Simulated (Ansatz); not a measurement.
Below is the output of a Python script on Ansatz 0.2.0, Python API that makes a ladder of methods at one geometry of CH₆OSiSn, SMILES [SnH3][CH]1O[SiH2]1. Write a script that gives it. Settings (for the species named): HSE06, def2-SVP basis, multiplicity 1. The script varies functional: hse06, lda, pbe0, hf, pbe, b3lyp.

```yaml
atoms:
  - { symbol: Sn, position_ang: [-0.2071, 1.5231, 0.2645] }
  - { symbol: C, position_ang: [-0.3377, -0.5463, 0.6110] }
  - { symbol: O, position_ang: [0.8850, -1.0714, 0.7611] }
  - { symbol: Si, position_ang: [0.3565, -1.5378, -0.8037] }
  - { symbol: H, position_ang: [1.1106, 1.9198, -0.8017] }
  - { symbol: H, position_ang: [-0.0736, 2.4260, 1.7751] }
  - { symbol: H, position_ang: [-1.7090, 2.0791, -0.5269] }
  - { symbol: H, position_ang: [-1.0446, -0.9948, 1.2760] }
  - { symbol: H, position_ang: [0.0299, -2.9791, -0.7356] }
  - { symbol: H, position_ang: [1.0732, -0.8697, -1.8168] }
```

```console
$ python methods.py
functional    E (Ha)        dipole (D)   HOMO (eV)  LUMO (eV)
hse06         -620.190836     2.223      -6.286     -1.083
lda           -618.019037     2.032      -5.629     -1.706
pbe0          -620.205011     2.228      -6.678     -0.704
hf            -618.215829     2.799      -9.274      2.557
pbe           -620.158958     2.031      -5.497     -1.538
b3lyp         -620.545084     2.225      -6.432     -0.892
```

The script that was run (others could print the same):

The script, `methods.py`:
```python
"""CH6OSiSn at several levels of theory."""

from pathlib import Path

import ansatz as az
import numpy as np

geometry = (
    az.Crystal.molecule()
    .atom("Sn", [-0.2071, 1.5231, 0.2645])
    .atom("C", [-0.3377, -0.5463, 0.611])
    .atom("O", [0.885, -1.0714, 0.7611])
    .atom("Si", [0.3565, -1.5378, -0.8037])
    .atom("H", [1.1106, 1.9198, -0.8017])
    .atom("H", [-0.0736, 2.426, 1.7751])
    .atom("H", [-1.709, 2.0791, -0.5269])
    .atom("H", [-1.0446, -0.9948, 1.276])
    .atom("H", [0.0299, -2.9791, -0.7356])
    .atom("H", [1.0732, -0.8697, -1.8168])
)

model = geometry.calculation().basis(gaussian="def2-SVP")

print("functional    E (Ha)        dipole (D)   HOMO (eV)  LUMO (eV)")
for name in ["hse06", "lda", "pbe0", "hf", "pbe", "b3lyp"]:
    summary = model.functional(name).forces().orbitals().run(threads=1, pin="off", runs_dir="runs").report
    lines = Path(summary["orbitals_path"]).read_text().splitlines()
    field_of = lambda key: [line.split("=")[1].strip() for line in lines if line.startswith(key)]
    orbitals = [(27.211386 * float(e), s, float(n)) for e, s, n in zip(field_of("Ene="), field_of("Spin="), field_of("Occup="))]
    homo = max(e for e, _, n in orbitals if n > 0.5)
    lumo = min(e for e, _, n in orbitals if n < 0.5)
    dipole = 4.803205 * np.linalg.norm(summary["charge_distribution"]["dipole_moment_e_ang"])
    print(f"{name:10s} {summary['free_energy_ev'] / 27.211386246:14.6f} {dipole:9.3f} {homo:11.3f} {lumo:10.3f}")
```

Caveats:
- Total energies depend on the basis set; only differences at equal settings carry meaning.
- The geometry is a force-field or estimated start, not a minimum of this method, and the basis set is short of its limit. A lower total doesn't mark the better method: functionals have no common bound, and MP2 and coupled cluster aren't variational.
- def2 sets replace the cores of elements past krypton by effective core potentials.
- b3lyp holds the VWN-RPA fit, as in Gaussian; the form of ORCA and Turbomole is b3lyp5.
- Levels such as HOMO and LUMO are orbital energies: with these approximate functionals they aren't the ionisation energy and electron affinity, and their gap isn't the fundamental gap.
- hse06 follows the composition of plane-wave codes, whose totals differ by tens of mHa, up to about 0.1 Ha, from the form usual in Gaussian-basis programs (wpbeh).
- It ran for 27 s on 1 thread of Arm Neoverse V1, with other jobs on the host, peak memory 0.27 GiB.

(Lines on the test bed's own set-up are left out of the output.)
